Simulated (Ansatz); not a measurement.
# AlAsH₂ (triplet): wave-function methods side by side, cc-pVTZ

Aim: climb from Hartree-Fock through coupled cluster for AlAsH₂ (triplet) at one geometry and basis, and see what each rung misses.

Method: cc-pVTZ, core rule «outside noble gas», up to 19 orbitals frozen; program: Ansatz 0.2.0, Gaussian basis.

To be run: UHF; CCSD(T) on ROHF; CCSD(T) on UHF; BCCD(T) on ROHF; CCSDT(Q) on ROHF; CCSDT(Q) on UHF.

14 further runs of the same task are left out: 8 for a known fault of the program, 6 set aside as unsound or not needed.

## 1. What is computed

The geometry is a PBE0/def2-TZVP stationary point (not a proven minimum). No spin-orbit coupling is included. The filled d shell of As may be among the frozen orbitals whatever the setting's name suggests; the logs give the count.

4 atoms, charge 0, spin multiplicity 3.

Atoms are counted from 1 here; the program's logs count them from 0.

Bond lengths: Al1–As2 2.466 Å, Al1–H3 1.609 Å, As2–H4 1.527 Å. Angles: As2–Al1–H3 114.8°, Al1–As2–H4 93.0°.

## 2. UHF

Input file in.yaml:

```yaml
crystal:
  periodic: [false, false, false]
  atoms:
    - {symbol: Al, position_ang: [0.000000, -0.143301, 1.790435]}
    - {symbol: As, position_ang: [0.000000, 0.054308, -0.667817]}
    - {symbol: H, position_ang: [0.000000, 1.258720, 2.580257]}
    - {symbol: H, position_ang: [0.000000, -1.459507, -0.868621]}
basis:
  gaussian: {orbitals: cc-pVTZ}
magnetization: {spin_polarized: true, initial_magnetization: 2}
hamiltonian: {xc: hf}
output: {orbitals: {seedname: orbitals}}
```

Run with:

```bash
$ ansatz run in.yaml --threads 1 --pin off --events-out ev --progress --plain --max-ram 4096MiB --backend cpu
```

The runs that follow: CCSD(T) on ROHF; CCSD(T) on UHF; BCCD(T) on ROHF; CCSDT(Q) on ROHF; CCSDT(Q) on UHF.

**Question.** What will the summary of the whole plan be? Wanted: UCCSDT(Q) from the RHF energy; RMP2 from UCCSDT(Q); UMP2 from UCCSDT(Q); RCCSD from UCCSDT(Q); RCCSD(T) from UCCSDT(Q); UCCSD(T) from UCCSDT(Q); RCCSDT(Q) from UCCSDT(Q); T1 diagnostic.

The runs gave:

| quantity | value |
| --- | --- |
| UCCSDT(Q) from the ROHF energy | -6.0001 eV |
| RMP2 from UCCSDT(Q) | +1163.1 meV |
| UMP2 from UCCSDT(Q) | +1178.6 meV |
| RCCSD from UCCSDT(Q) | +278.4 meV |
| RCCSD(T) from UCCSDT(Q) | +51.8 meV |
| UCCSD(T) from UCCSDT(Q) | +48.7 meV |
| RCCSDT(Q) from UCCSDT(Q) | +4.6 meV |
| levels within 1 kcal/mol (43 meV) | RCCSDT, UCCSDT, RCCSDT(Q) |
| T1 diagnostic | 0.026 |

What this shows: RCCSD(T) lands +51.8 meV from the yardstick (0.9 % of the correlation energy). These misses are within one basis, not against nature; the frozen cores of restricted and unrestricted runs differ, which can shift their rows.
